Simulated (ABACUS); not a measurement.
HPbNO4:

```
Pb O N H
1.0
     4.12042    0.00000    0.00000
    -0.00263    6.42744    0.00000
    -0.00358   -3.15584    7.72297
Pb O N H
2 8 2 2
Cartesian
  1.6221 5.4015 2.2609
  3.6847 -2.1295 5.4628
  3.7406 -0.6196 3.5241
  2.2125 0.1221 6.2172
  2.1985 2.1998 6.9042
  3.4456 1.6315 5.1997
  1.6776 3.8915 4.1994
  0.1533 3.1489 1.5044
  0.1403 1.0708 0.8189
  1.3870 1.6408 2.5231
  2.6083 1.3086 6.1220
  0.5497 1.9628 1.6006
  3.7209 0.2709 3.9502
  1.6584 3.0011 3.7733
```

The cell was built by a generator and needn't be a form met in nature.

Base run:

| Quantity | Value |
| --- | --- |
| Program | ABACUS 3.10.1 |
| Functional | PBEsol |
| Potentials or basis | SG15 ONCV 1.2 PBE |
| Cutoff | 1361 eV |
| Density cutoff | 5442 eV |
| Basis | DZP LCAO (the cutoffs set its grid) |
| k mesh | 7 × 5 × 4 |
| Occupations | fermi-dirac, width 0.05 eV |
| Spin | no spin polarisation |

Its results: band gap on the k mesh 3.24 eV, indirect (least direct gap 3.31 eV); pressure 1.9 GPa; largest force 1.498 eV/Å.

Problem. After a change of settings the same cell gave: band gap on the k mesh 3.25 eV, indirect (least direct gap 3.33 eV); pressure 2.7 GPa; largest force 1.426 eV/Å. Which change was it?
A. functional from PBEsol to AM05
B. functional from PBEsol to LDA
C. functional from PBEsol to PBE
D. functional from PBEsol to BLYP

Solution. A.

Caveats: the atomic orbitals were generated for these runs and aren't a published set; the potentials were made for another functional, which shifts forces and pressure; spin-orbit coupling is left out, which as a rule narrows the gap of such compounds by several tenths of an eV; an odd mesh through Γ misses points on the zone boundary, where band edges often lie; the basis of atomic orbitals isn't converged, which shifts pressures, moduli and gaps.
